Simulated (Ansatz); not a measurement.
# Mn2As: the cost of one run

Method: DFT LDA, scalar-relativistic, plane waves, PAW, in Ansatz 0.2.0.

**1. The system as given**

It takes space group P4/nmm (No. 129, tetragonal). Conventional cell: a = 3.463 Å, b = 3.463 Å, c = 6.176 Å, α = 90.00°, β = 90.00°, γ = 90.00°. Around Mn (site symmetry -4m2) lie 4 As at 2.39 Å and 4 Mn at 2.45 Å. Mn (site symmetry 4mm) is surrounded by 5 As at 2.35 to 2.51 Å. As (site symmetry 4mm) has 9 Mn at 2.35 to 2.51 Å as nearest neighbours.

Coordinates:

```xyz
6
Lattice="3.4626 0.0000 0.0000 0.0000 3.4626 0.0000 0.0000 0.0000 6.1764" Properties=species:S:1:pos:R:3 pbc="T T T"
Mn    0.0000    0.0000    0.0000
Mn    1.7313    1.7313    0.0000
Mn    1.7313    0.0000    3.9901
Mn    0.0000    1.7313    2.1863
As    1.7313    0.0000    1.6433
As    0.0000    1.7313    4.5331
```

This cell comes from an earlier session at LDA: 12.342 Å³/atom at 0.00 GPa, on a 12×12×6 mesh.

**2. Antiferromagnetic, in the cell as typed**

input.yaml reads:

```yaml
crystal:
  lattice:
    - [3.4625602785, 0.0, 0.0]
    - [0.0, 3.4625602785, 0.0]
    - [0.0, 0.0, 6.1764172509]
  atoms:
    - { symbol: Mn, position: [0.0, 0.0, 0.0], spin: 3.5 }
    - { symbol: Mn, position: [0.5, 0.5, 0.0], spin: 3.5 }
    - { symbol: Mn, position: [0.5, 0.0, 0.6460184231], spin: -3.5 }
    - { symbol: Mn, position: [0.0, 0.5, 0.3539815769], spin: -3.5 }
    - { symbol: As, position: [0.5, 0.0, 0.2660661574] }
    - { symbol: As, position: [0.0, 0.5, 0.7339338426] }
basis:
  ecutwfc: 420
  ecutrho_ratio: 4
kpoints:
  mp_grid: { grid: [12, 12, 6] }
hamiltonian:
  xc: lda
scf:
  occupations: { method: gaussian, width: 0.05 }
  lower_state_search: "off"
output:
  forces: true
  stress: true
  eigenvalues: true
  populations: true
magnetization:
  spin_polarized: true
```

Run with:

```sh
$ ansatz run input.yaml --threads 4 --pin off --max-ram 10240MiB --backend cpu --events-out ev --progress --plain --runs-dir out
```

**Question.** How long does this run take on 4 threads of Intel Xeon Platinum 8488C (Sapphire Rapids), shared host, and how much memory does it need?

About 17 s, with a peak of 1 GiB.
